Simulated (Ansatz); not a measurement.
# GaGe (F-43m) in Ansatz: further runs

Runs on GaGe. Level: PBE. Tasks: single point, equation of state.

Program: Ansatz 0.2.0. These are calculated values, not measurements. Logs are shortened: lines on timing, memory, paths and dates and some standing lists are left out, and cuts for length are marked.

## 1. Starting point

The structure is cubic, space group F-43m (No. 216). The conventional cell has a = 5.796 Å, b = 5.796 Å, c = 5.796 Å, α = 90.00°, β = 90.00°, γ = 90.00°. Ge (site symmetry -43m) is surrounded by 4 Ga at 2.51 Å. Ga (site symmetry -43m) has 4 Ge at 2.51 Å as nearest neighbours.

The cell comes from a database or a generator and needn't be the stable form of this composition.

## 2. Single point, PBE, 22.87 Å³/atom (volume scaled by 0.94)

The input, input.yaml:

```yaml
crystal:
  lattice:
    - [0.0, 2.8386877276, 2.8386877276]
    - [2.8386877276, 0.0, 2.8386877276]
    - [2.8386877276, 2.8386877276, 0.0]
  atoms:
    - { symbol: Ge, position: [0.0, 0.0, 0.0] }
    - { symbol: Ga, position: [0.25, 0.25, 0.25] }
hamiltonian:
  xc: pbe
  pseudopotentials: { kind: nc, accuracy: stringent }
kpoints:
  mp_grid: { grid: [8, 8, 8] }
scf:
  occupations: { method: fermi_dirac, width: 0.05 }
output:
  forces: true
  stress: true
  eigenvalues: true
  write_density: true
  write_potential: true
  elf: true
  volumetric_format: npy
```

Potentials or basis: PseudoDojo stringent (PBE files).

On the command line:

```bash
$ ansatz run input.yaml --threads 2 --pin off --max-ram 5632MiB --backend cpu --events-out ev --progress --plain --runs-dir out
```

The program printed:

```text
Warning: RAYON_NUM_THREADS=2 ignored (pool sized by the plan → 2); use --threads N
Engine: ansatz 0.2.0, aarch64-unknown-linux-gnu
Pseudopotentials: kind: nc
Pseudopotential: Ge, nc, valence charge 22, recommended cutoff 1687.105947 eV (normal), Ge.nc.azcp (PseudoDojo's, or run here from an input of PseudoDojo's; its table is named by hamiltonian.pseudopotentials.accuracy)
Pseudopotential: Ga, nc, valence charge 21, recommended cutoff 1551.049016 eV (normal), Ga.nc.azcp (PseudoDojo's, or run here from an input of PseudoDojo's; its table is named by hamiltonian.pseudopotentials.accuracy)
Functional definition: PBE
  parameter kappa = 0.804
  parameter beta = 0.06672455060314922
  exchange = pbe_x(kappa = kappa, mu = beta*pi^2/3)
  correlation = pbe_c(beta = beta)
Crystal: 2 atoms, lattice volume = 45.749 Å³
Basis set: ecut = 1687.105947 eV, 7239 PW (Γ), exchange–correlation on 108×108×108 points (8 copies of the dense FFT grid, shifted against one another)
Bands: 26, of which v1, the nominal top of the filled ones, is band 22 counted from 1 (21 counted from 0)
Symmetry: 24 space group operations
Space group: F-43m (ITA 216), of the structure as read, at distance tolerance 3.6e-5 Å
k-points: 29 of 512 (time reversal used)
Non-local potential: Ge, projectors of the file, l = 0: 2, l = 1: 2, l = 2: 2
Non-local potential: Ga, projectors of the file, l = 0: 2, l = 1: 2, l = 2: 2
Initial density: superposition of atomic densities (chi_scale 0.1, normalization cell, long waves kept (reshape's long-wave potential 0.00 eV rms))
Initial wavefunctions: pseudopotential atomic-orbital guess
Functional: x = pbe(κ = 0.804, μ = 0.2195149727645171), c = pbe(β = 0.06672455060314922)
SCF iter   1: F=—  HF=-14366.653806 eV  |F-HF|=—  |Δ(HF+E_count)|=         —  Δρ=3.58e-2  dr2=3.94e-1  ethr=3.10e-3  ⟨swp⟩=5.9  Hψ=3199  notcnv=0
preconditioner: auto → LDOS  [insulator: Δε(μ)=0.196 eV  Ē_g=20.474 eV  σ=0.050 eV  W_gap=0.62  n_scr=14 (ndim 8)  ℏωp=28.5 eV  f_vac=0.091  D(μ)=1.09/eV (n_scr^D=8)  ε∞_Penn≈2.9  β→1.0]
SCF iter   2: F=—  HF=-14366.560159 eV  |F-HF|=—  |Δ(HF+E_count)|=   9.36e-2  Δρ=1.22e-2  dr2=2.51e-2  ethr=9.17e-4  ⟨swp⟩=3.0  Hψ=1625  notcnv=0  defer=5
SCF iter   3: F=—  HF=-14366.561902 eV  |F-HF|=—  |Δ(HF+E_count)|=   1.74e-3  Δρ=3.61e-3  dr2=2.30e-3  ethr=5.84e-5  ⟨swp⟩=2.1  Hψ=1358  notcnv=0  defer=5
SCF iter   4: F=—  HF=-14366.561801 eV  |F-HF|=—  |Δ(HF+E_count)|=   1.01e-4  Δρ=7.40e-4  dr2=7.74e-5  ethr=5.35e-6  ⟨swp⟩=2.1  Hψ=1472  notcnv=0  defer=5
SCF iter   5: F=—  HF=-14366.561646 eV  |F-HF|=—  |Δ(HF+E_count)|=   1.55e-4  Δρ=1.45e-4  dr2=3.80e-6  ethr=1.80e-7  ⟨swp⟩=2.0  Hψ=1338  notcnv=0  defer=5
SCF iter   6: F=-14366.561646 eV  HF=-14366.561646 eV  |F-HF|=3.49e-8  |Δ(HF+E_count)|=   6.52e-7  Δρ=1.53e-5  dr2=4.87e-8  ethr=2.33e-10  ⟨swp⟩=9.4  Hψ=5856  notcnv=0
SCF 1 converged in 6 iterations: F = -14366.561646 eV  dr2 = 4.87e-8
SCF converged after 6 iterations
Free energy (F): -14366.561646 eV
Harris-Foulkes:  -14366.561646 eV  (|F-HF|=3.49e-8)
Internal energy: -14366.553146 eV  (E = F + TS)
E sigma→0 (E₀):  -14366.557396 eV
Entropy (-TS):   -0.008501 eV (-4.250 meV/atom)
Fermi energy:    8.885274 eV
--- Per-component energies (eV) ---
  E_band       = -1868.141768
  E_kinetic    = 6916.935242
  E_local      = -16300.048939  (includes V_loc(G=0)·N_el)
  E_nonlocal   = -3572.385986
  E_hartree    = 6359.149128
  E_xc         = -1452.244899
  E_vxc        = -1630.934119  (∫ρ·V_xc dr)
  E_ewald      = -6317.957691
  E_smearing   = -0.008501  (= −TS)
  E_closure    = -0.000000  (closes the sum)
  Σ components = -14366.561646   (vs F -14366.561646, Δ=0.00e0)
--- Forces (eV/Å), atoms counted from 1 ---
  atom   1  Ge     0.00000000    -0.00000000     0.00000000
  atom   2  Ga    -0.00000000     0.00000000     0.00000000
  max |Σ_I F_I| component: 1.94e-16 eV/Å
--- Stress (GPa, compression-positive) ---
        3.785419       0.000000       0.000000
       -0.000000       3.785419      -0.000000
        0.000000      -0.000000       3.785419
  P = ⅓ Tr σ = 3.7854 GPa (37.854 kbar)
--- Band table (eV; the first three rows and the last of 29) ---
  k-point 0: bands = ["-154.1757", "-134.3381", "-101.3090", "-101.3090", "-101.3090", "-85.0695", "-85.0695", "-85.0695", "-15.0495", "-15.0495", "-15.0495", "-15.0267", "-15.0267", "-5.4537", "-5.4537", "-5.4537", "-5.3822", "-5.3822", "-1.9956", "10.7032", "10.7032", "10.7032", "11.5734", "13.3883", "13.3883", "13.3883"]
  k-point 1: bands = ["-154.1757", "-134.3381", "-101.3090", "-101.3090", "-101.3090", "-85.0695", "-85.0695", "-85.0695", "-15.0495", "-15.0490", "-15.0490", "-15.0265", "-15.0265", "-5.4589", "-5.4504", "-5.4504", "-5.3825", "-5.3825", "-1.8006", "8.6393", "10.3728", "10.3728", "12.1736", "13.8286", "13.8286", "14.3525"]
  k-point 2: bands = ["-154.1757", "-134.3381", "-101.3090", "-101.3090", "-101.3090", "-85.0695", "-85.0695", "-85.0695", "-15.0494", "-15.0479", "-15.0479", "-15.0261", "-15.0261", "-5.4714", "-5.4432", "-5.4432", "-5.3825", "-5.3825", "-1.2359", "6.2399", "9.8257", "9.8257", "11.7385", "14.4047", "14.4047", "16.4475"]
  k-point 28: bands = ["-154.1757", "-134.3381", "-101.3090", "-101.3090", "-101.3090", "-85.0695", "-85.0695", "-85.0695", "-15.0491", "-15.0475", "-15.0427", "-15.0274", "-15.0238", "-5.5012", "-5.4242", "-5.4143", "-5.3918", "-5.3812", "1.3790", "3.1023", "6.5674", "6.6788", "14.8572", "15.0312", "15.3513", "15.5068"]
```

It took 10 s on 2 threads of Arm Neoverse V2, shared host; peak memory 0.52 GiB.

Results:

| Property | Result |
| --- | --- |
| Free energy | -14366.5616 eV |
| Pressure | 3.8 GPa |
| Band gap on the k mesh | none (metal or under the smearing width) |

## 3. Single point, PBE, 23.36 Å³/atom (volume scaled by 0.96)

The input, input.yaml:

```yaml
crystal:
  lattice:
    - [0.0, 2.8586791449, 2.8586791449]
    - [2.8586791449, 0.0, 2.8586791449]
    - [2.8586791449, 2.8586791449, 0.0]
  atoms:
    - { symbol: Ge, position: [0.0, 0.0, 0.0] }
    - { symbol: Ga, position: [0.25, 0.25, 0.25] }
hamiltonian:
  xc: pbe
  pseudopotentials: { kind: nc, accuracy: stringent }
kpoints:
  mp_grid: { grid: [8, 8, 8] }
scf:
  occupations: { method: fermi_dirac, width: 0.05 }
output:
  forces: true
  stress: true
  eigenvalues: true
```

Potentials or basis: PseudoDojo stringent (PBE files).

On the command line:

```bash
$ ansatz run input.yaml --threads 2 --pin off --max-ram 5632MiB --backend cpu --events-out ev --progress --plain --runs-dir out
```

Wall time 7.2 s (2 threads of Arm Neoverse V2, shared host); peak memory 0.54 GiB.

The run converged. Its results:

* Free energy: -14366.5806 eV
* Pressure: 2.5 GPa
* Band gap on the k mesh: none (metal or under the smearing width)

## 4. Single point, PBE, 23.85 Å³/atom (volume scaled by 0.98)

input.yaml: that of step 3 with these lines changed.

```diff
@@ -2,5 +2,5 @@
   lattice:
-    - [0.0, 2.8586791449, 2.8586791449]
-    - [2.8586791449, 0.0, 2.8586791449]
-    - [2.8586791449, 2.8586791449, 0.0]
+    - [0.0, 2.8783947965, 2.8783947965]
+    - [2.8783947965, 0.0, 2.8783947965]
+    - [2.8783947965, 2.8783947965, 0.0]
   atoms:
```

On the command line:

```bash
$ ansatz run input.yaml --threads 2 --pin off --max-ram 5632MiB --backend cpu --events-out ev --progress --plain --runs-dir out
```

Wall time 8.8 s (2 threads of Arm Neoverse V2, shared host); peak memory 0.55 GiB.

It converged, with:

- Free energy: -14366.5920 eV
- Pressure: 1.3 GPa
- Band gap on the k mesh: none (metal or under the smearing width)

## 5. Single point, PBE, 24.33 Å³/atom

input.yaml: that of step 4 with these lines changed.

```diff
@@ -2,5 +2,5 @@
   lattice:
-    - [0.0, 2.8783947965, 2.8783947965]
-    - [2.8783947965, 0.0, 2.8783947965]
-    - [2.8783947965, 2.8783947965, 0.0]
+    - [0.0, 2.897844, 2.897844]
+    - [2.897844, 0.0, 2.897844]
+    - [2.897844, 2.897844, 0.0]
   atoms:
```

On the command line:

```bash
$ ansatz run input.yaml --threads 2 --pin off --max-ram 5632MiB --backend cpu --events-out ev --progress --plain --runs-dir out
```

Run time: 8.8 s. Hardware: 2 threads of Arm Neoverse V2, shared host; peak memory 0.55 GiB.

The run converged. Its results:

```
Free energy            : -14366.5966 eV
Pressure               : 0.2 GPa
Band gap on the k mesh : none (metal or under the smearing width)
```

## 6. Single point, PBE, 24.82 Å³/atom (volume scaled by 1.02)

input.yaml: that of step 5 with these lines changed.

```diff
@@ -2,5 +2,5 @@
   lattice:
-    - [0.0, 2.897844, 2.897844]
-    - [2.897844, 0.0, 2.897844]
-    - [2.897844, 2.897844, 0.0]
+    - [0.0, 2.9170355792, 2.9170355792]
+    - [2.9170355792, 0.0, 2.9170355792]
+    - [2.9170355792, 2.9170355792, 0.0]
   atoms:
```

Potentials or basis: PseudoDojo stringent (PBE files).

On the command line:

```bash
$ ansatz run input.yaml --threads 2 --pin off --max-ram 5632MiB --backend cpu --events-out ev --progress --plain --runs-dir out
```

Wall time 8.7 s (2 threads of Arm Neoverse V2, shared host); peak memory 0.55 GiB.

It converged, with:

* Free energy: -14366.5952 eV
* Pressure: -0.7 GPa
* Band gap on the k mesh: none (metal or under the smearing width)

## 7. Single point, PBE, 25.31 Å³/atom (volume scaled by 1.04)

input.yaml: that of step 6 with these lines changed.

```diff
@@ -2,5 +2,5 @@
   lattice:
-    - [0.0, 2.9170355792, 2.9170355792]
-    - [2.9170355792, 0.0, 2.9170355792]
-    - [2.9170355792, 2.9170355792, 0.0]
+    - [0.0, 2.9359778994, 2.9359778994]
+    - [2.9359778994, 0.0, 2.9359778994]
+    - [2.9359778994, 2.9359778994, 0.0]
   atoms:
```

On the command line:

```bash
$ ansatz run input.yaml --threads 2 --pin off --max-ram 5632MiB --backend cpu --events-out ev --progress --plain --runs-dir out
```

It took 8.9 s on 2 threads of Arm Neoverse V2, shared host; peak memory 0.55 GiB.

Results (log left out):

```
Free energy            : -14366.5884 eV
Pressure               : -1.5 GPa
Band gap on the k mesh : none (metal or under the smearing width)
```

## 8. Single point, PBE, 25.79 Å³/atom (volume scaled by 1.06)

input.yaml: that of step 7 with these lines changed.

```diff
@@ -2,5 +2,5 @@
   lattice:
-    - [0.0, 2.9359778994, 2.9359778994]
-    - [2.9359778994, 0.0, 2.9359778994]
-    - [2.9359778994, 2.9359778994, 0.0]
+    - [0.0, 2.9546788998, 2.9546788998]
+    - [2.9546788998, 0.0, 2.9546788998]
+    - [2.9546788998, 2.9546788998, 0.0]
   atoms:
```

On the command line:

```bash
$ ansatz run input.yaml --threads 2 --pin off --max-ram 5632MiB --backend cpu --events-out ev --progress --plain --runs-dir out
```

Wall time 8.9 s (2 threads of Arm Neoverse V2, shared host); peak memory 0.56 GiB.

Results (log left out):

```yaml
Free_energy: -14366.5768 eV
Pressure: -2.3 GPa
Band_gap_on_the_k_mesh: none (metal or under the smearing width)
```

## 9. Equation of state, PBE

Potentials or basis: PseudoDojo stringent.

This step only gathers the single runs of the series.

Results:

| Property | Result |
| --- | --- |
| Equilibrium volume | 24.46 Å³/atom |
| Bulk modulus | 48 GPa |
| Pressure derivative of the bulk modulus | 4.7 |

Energy against volume, from the lowest point:
```csv
volume (Å³/atom),energy (meV/atom)
22.875,17.47
23.361,8.00
23.848,2.31
24.335,0.00
24.821,0.71
25.308,4.10
25.795,9.89
```
